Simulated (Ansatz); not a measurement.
**C₅H₁₆GeOSi: up Jacob's ladder to CCSD(T)**

An exercise on one series of results from a longer session: the logs are not shown, and one member is left open.

Program: Ansatz 0.2.0, Gaussian basis. Level of theory: functionals in def2-TZVPP, the program's frozen cores in correlated methods. These are calculated values, not measurements.

Levels to be run: LDA (SPW92), PBE-D4, revPBE-D4, BLYP-D4, r2SCAN-D4, B97M-V, PBE0-D4, B3LYP-D4, r2SCANh-D4, r2SCAN0-D4, HSE06-D4, BHLYP-D4, CAM-B3LYP-D4, LC-ωPBE, ωB97X-V, ωB97M-V, B2PLYP, PBE-QIDH; CCSD(T)/def2-SVP; CCSD(T)/def2-TZVPP; MP2/def2-QZVPP; extrapolation to the limit; RPA on PBE.

### The geometry

An earlier PBE0-D4 in a triple-zeta def2 set relaxation fixed the geometry.

SMILES `C[O][GeH2][CH2][Si](C)(C)C`, 24 atoms, charge 0, spin multiplicity 1.

Atoms are counted from 1 here; the program's logs count them from 0.

Bond lengths: C1–O2 1.404 Å, C1–H9 1.099 Å, C1–H10 1.099 Å, C1–H11 1.093 Å, O2–Ge3 1.789 Å, Ge3–C4 1.947 Å, Ge3–H12 1.536 Å, Ge3–H13 1.547 Å, C4–Si5 1.883 Å, C4–H14 1.095 Å, C4–H15 1.097 Å, Si5–C6 1.876 Å, Si5–C7 1.874 Å, Si5–C8 1.871 Å, C6–H16 1.093 Å, C6–H17 1.094 Å, C6–H18 1.093 Å, C7–H19 1.094 Å and more. Angles: O2–C1–H9 112.2°, O2–C1–H10 112.4°, O2–C1–H11 108.3°, H9–C1–H10 108.0°, H9–C1–H11 108.0°, H10–C1–H11 107.8°, C1–O2–Ge3 117.9°, O2–Ge3–C4 110.5°, O2–Ge3–H12 104.0°, O2–Ge3–H13 106.9°, C4–Ge3–H12 112.2°, C4–Ge3–H13 111.6°, H12–Ge3–H13 111.3°, Ge3–C4–Si5 116.0°, Ge3–C4–H14 108.5°, Ge3–C4–H15 106.5°, Si5–C4–H14 109.9°, Si5–C4–H15 109.0° and more.

Set-up of the first run:

The input, in.yaml:

```yaml
crystal:
  periodic: [false, false, false]
  atoms:
    - {symbol: C, position_ang: [-2.617195, -1.850947, 0.181628]}
    - {symbol: O, position_ang: [-2.498873, -0.452800, 0.226522]}
    - {symbol: Ge, position_ang: [-1.579320, 0.265182, 1.582686]}
    - {symbol: C, position_ang: [0.329438, -0.035466, 1.346997]}
    - {symbol: Si, position_ang: [1.039762, 0.441495, -0.330659]}
    - {symbol: C, position_ang: [2.911545, 0.386473, -0.221125]}
    - {symbol: C, position_ang: [0.489768, 2.176865, -0.775524]}
    - {symbol: C, position_ang: [0.448327, -0.759663, -1.638211]}
    - {symbol: H, position_ang: [-3.053360, -2.259887, 1.103592]}
    - {symbol: H, position_ang: [-1.651662, -2.347453, 0.012649]}
    - {symbol: H, position_ang: [-3.277503, -2.113492, -0.649100]}
    - {symbol: H, position_ang: [-1.941723, 1.756701, 1.528853]}
    - {symbol: H, position_ang: [-2.104681, -0.394083, 2.879951]}
    - {symbol: H, position_ang: [0.544455, -1.088068, 1.557426]}
    - {symbol: H, position_ang: [0.834313, 0.547582, 2.126416]}
    - {symbol: H, position_ang: [3.286288, 1.091739, 0.525704]}
    - {symbol: H, position_ang: [3.367805, 0.643756, -1.181197]}
    - {symbol: H, position_ang: [3.261598, -0.611369, 0.057094]}
    - {symbol: H, position_ang: [0.758117, 2.895523, 0.003769]}
    - {symbol: H, position_ang: [-0.592632, 2.227180, -0.920107]}
    - {symbol: H, position_ang: [0.963591, 2.503152, -1.705473]}
    - {symbol: H, position_ang: [0.884008, -0.517035, -2.611377]}
    - {symbol: H, position_ang: [0.732062, -1.787533, -1.395628]}
    - {symbol: H, position_ang: [-0.639327, -0.717954, -1.731788]}
basis:
  gaussian: {orbitals: def2-TZVPP}
hamiltonian: {xc: lda}
output: {orbitals: {seedname: orbitals}}
```

Among the steps run: LDA; PBE-D4 (GGA); revPBE-D4 (GGA); BLYP-D4 (GGA); r2SCAN-D4 (meta-GGA); B97M-V (meta-GGA); PBE0-D4 (hybrid); B3LYP-D4 (hybrid); r2SCANh-D4 (hybrid); r2SCAN0-D4 (hybrid); HSE06-D4 (hybrid); BHLYP-D4 (hybrid); CAM-B3LYP-D4 (range-separated); LC-ωPBE (range-separated); ωB97X-V (range-separated); ωB97M-V (range-separated); B2PLYP (double hybrid); PBE-QIDH (double hybrid).

One table of the session follows, with a row left open; its other results are not shown here.

It belongs to the step «Orbital energies across the functionals». 

```
  functional  HOMO (eV)  LUMO (eV)  gap (eV)
 LDA (SPW92)      -6.09      -0.49      5.61
      PBE-D4      -5.97      -0.18      5.79
   revPBE-D4      -5.91      -0.02      5.89
     BLYP-D4      -5.88      -0.08      5.80
   r2SCAN-D4      -6.28       0.20      6.48
      B97M-V      -6.46      -0.05      6.40
     PBE0-D4      -7.45       0.67      8.12
    B3LYP-D4      -7.23       0.40      7.63
  r2SCANh-D4      -6.84       0.49      7.33
  r2SCAN0-D4      -7.67       0.92      8.59
    HSE06-D4      -7.05       0.30      7.35
    BHLYP-D4          ?          ?         ?
CAM-B3LYP-D4      -8.85       1.50     10.35
     LC-ωPBE     -10.15       2.77     12.92
     ωB97X-V      -9.85       2.51     12.37
     ωB97M-V      -9.76       2.12     11.88
```

Q: Estimate the row for BHLYP-D4 from the others.

Worked estimate for «HOMO (eV)». Against the share of exact exchange, BLYP-D4 (0, -5.88), B3LYP-D4 (0.2, -7.23) give a slope of -6.75 per unit share; at 0.5 the line stands at -9.25.

The run gave: HOMO (eV): -8.82; LUMO (eV): 1.34; gap (eV): 10.16. In «HOMO (eV)» the line misses by -0.43.
